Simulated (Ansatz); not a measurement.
**BFH₄Si₂: basis-set convergence**

The task here is to estimate one member of a computed series from the others.

Program: Ansatz 0.2.0, Gaussian basis. Level of theory: one geometry, several basis sets. These are calculated values, not measurements.

Levels to be run: PBE0-D4/def2-SVP; ωB97M-V/def2-SVP; PBE0-D4/def2-QZVPP; ωB97M-V/def2-QZVPP; the functionals' def2-TZVPP values are taken from earlier runs.

## The relaxed structure

An earlier PBE0-D4 in a triple-zeta def2 set relaxation fixed the geometry.

8 atoms, charge 0, spin multiplicity 1.

Atoms are counted from 1 here; the program's logs count them from 0.

Bond lengths: F1–B2 1.317 Å, B2–Si3 1.972 Å, B2–Si4 1.972 Å, Si3–Si4 2.425 Å, Si3–H5 1.484 Å, Si3–H6 1.487 Å, Si4–H7 1.484 Å, Si4–H8 1.487 Å. Angles: F1–B2–Si3 134.9°, F1–B2–Si4 134.8°, Si3–B2–Si4 75.9°, B2–Si3–Si4 52.1°, B2–Si3–H5 117.9°, B2–Si3–H6 126.7°, Si4–Si3–H5 98.4°, Si4–Si3–H6 135.4°, H5–Si3–H6 112.4°, B2–Si4–Si3 52.1°, B2–Si4–H7 118.0°, B2–Si4–H8 126.6°, Si3–Si4–H7 98.4°, Si3–Si4–H8 135.4°, H7–Si4–H8 112.4°.

Coordinates:

```xyz
8
charge 0, multiplicity 1
F     1.4922   -0.5198    1.9663
B     0.9769   -0.2631    0.7819
Si   -0.0371    1.2371    0.0008
Si   -0.3640   -1.1371   -0.3706
H     0.2735    1.6335   -1.3950
H    -0.7620    2.3021    0.7436
H    -0.1145   -1.1647   -1.8331
H    -1.3730   -2.1451    0.0504
```

The first run:

File in.yaml:

```yaml
crystal:
  periodic: [false, false, false]
  atoms:
    - {symbol: F, position_ang: [1.492242, -0.519765, 1.966268]}
    - {symbol: B, position_ang: [0.976945, -0.263102, 0.781873]}
    - {symbol: Si, position_ang: [-0.037142, 1.237143, 0.000780]}
    - {symbol: Si, position_ang: [-0.363980, -1.137144, -0.370643]}
    - {symbol: H, position_ang: [0.273508, 1.633493, -1.394972]}
    - {symbol: H, position_ang: [-0.762006, 2.302058, 0.743609]}
    - {symbol: H, position_ang: [-0.114504, -1.164708, -1.833050]}
    - {symbol: H, position_ang: [-1.372961, -2.145076, 0.050436]}
basis:
  gaussian: {orbitals: def2-SVP}
hamiltonian: {xc: pbe0, dispersion: d4}
output: {orbitals: {seedname: orbitals}}
```

The run is started by

```console
$ ansatz run in.yaml --threads 2 --pin off --events-out ev --progress --plain --max-ram 4352MiB
```

Among the steps run: PBE0-D4 in def2-SVP; ωB97M-V in def2-SVP; PBE0-D4 in def2-QZVPP; ωB97M-V in def2-QZVPP.

One of the session's tables, all rows but one given; the rest of the session is left out.

It belongs to the step «Density functionals: the series». 

| functional | basis | HOMO (eV) | LUMO (eV) |
| --- | --- | --- | --- |
| PBE0-D4 | def2-SVP | -6.97 | -2.15 |
| PBE0-D4 | def2-TZVPP | -6.95 | -2.22 |
| PBE0-D4 | def2-QZVPP | -6.95 | -2.23 |
| ωB97M-V | def2-SVP | ? | ? |
| ωB97M-V | def2-TZVPP | -8.89 | -0.19 |
| ωB97M-V | def2-QZVPP | -8.90 | -0.23 |

**Question.** Estimate the row for ωB97M-V, def2-SVP.

**Answer.** HOMO (eV): -8.86; LUMO (eV): -0.07. In the column «HOMO (eV)» it lies between ωB97M-V, def2-TZVPP (-8.89) and PBE0-D4, def2-SVP (-6.97).
